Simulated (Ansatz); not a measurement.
# two structures of Lu: a comparison of enthalpies under pressure

Program: Ansatz 0.2.0, Python API.

`transition.py`
```python
"""Pressure at which two phases of Lu cross."""

import warnings

import ansatz as az
import numpy as np

SCF_TOL = 1e-07
FUNCTIONAL = "pbesol"
KSPACING = 0.39
SMEARING = "gaussian"
SMEARING_WIDTH = 0.05


def sc(first, a):
    return (
        az.Lattice.cubic(a)
        .space_group(221)
        .atom(first, (0, 0, 0))
    )


def bcc(first, a):
    return az.Crystal.bcc(first, a=a)


def solve(name, crystal, pressure=0.0):
    calc = (
        crystal.calculation()
        .scf(tolerance=SCF_TOL)
        .basis(20 * az.Ha, xc_grid=2)
        .functional(FUNCTIONAL)
        .kpoints(spacing=KSPACING)
        .occupations(SMEARING, width=SMEARING_WIDTH)
    )
    calc = calc.relax(force_tolerance=0.03, max_steps=60, cell=True, pressure=pressure)
    return calc.run(threads=1, backend="cpu")


def volume_per_atom(outcome):
    return abs(np.linalg.det(outcome.lattice.cell_ang)) / len(outcome.lattice.sites)


def main() -> None:
    warnings.simplefilter("ignore", az.DeckWarning)

    phases = {}
    phases["sc"] = sc("Lu", 3.19)
    phases["bcc"] = bcc("Lu", 3.89)

    # H = E + PV, with 1 eV per cubic angstrom equal to 160.2 GPa
    pressures = [0, 10, 20, 30]
    enthalpy, volume = {name: [] for name in phases}, {name: [] for name in phases}
    for p in pressures:
        for name, crystal in phases.items():
            o = solve(name, crystal, pressure=p)
            volume[name].append(volume_per_atom(o))
            enthalpy[name].append(o.report["energy_sigma0_ev"] / len(o.lattice.sites) + p * volume[name][-1] / 160.21766)
    gap = np.array(enthalpy["bcc"]) - np.array(enthalpy["sc"])
    rows = [(p, va, vb, 1000 * d) for p, va, vb, d in zip(pressures, volume["sc"], volume["bcc"], gap)]
    print("   P (GPa)  V sc (A^3/atom)  V bcc (A^3/atom)  H(bcc) - H(sc) (meV/atom)")
    for row in rows:
        print(f"{row[0]:10d}  {row[1]:15.3f}  {row[2]:16.3f}  {row[3]:+25.1f}")
    crossings = [p0 - g0 * (p1 - p0) / (g1 - g0) for p0, p1, g0, g1 in zip(pressures, pressures[1:], gap, gap[1:]) if g0 * g1 < 0]
    print("crossing near", [round(float(p), 1) for p in crossings], "GPa") if crossings else print("no crossing in this range")


if __name__ == "__main__":
    main()
```

```console
$ python transition.py
   P (GPa)  V sc (A^3/atom)  V bcc (A^3/atom)  H(bcc) - H(sc) (meV/atom)
         0           29.276            28.240                     -735.2
        10           23.915            23.470                     -765.6
        20           21.460            20.854                     -793.4
        30           19.815            19.121                     -839.2
no crossing in this range
```

Reading the output:
- These settings explore the input space; cutoff and mesh may be short of convergence.
- At a fixed pressure a relaxation lowers the enthalpy F + PV, while F alone can rise.
- The program warned that this SCF threshold is loose for forces or stresses.
- Only these two structures are compared, at zero temperature and with their symmetry kept; either may be hypothetical, and another phase may be lower than both. Differences under about 40 meV an atom lie within the error of mesh and functional.
- The cells are prototypes set up for this calculation and needn't exist.
- The script silences the warnings on its input, which a real study should read.
- Wall time of the script: 51 s on 1 thread of Arm Neoverse V1, on a shared host, peak memory 0.38 GiB.

(Lines on the test bed's own set-up are left out of the output.)
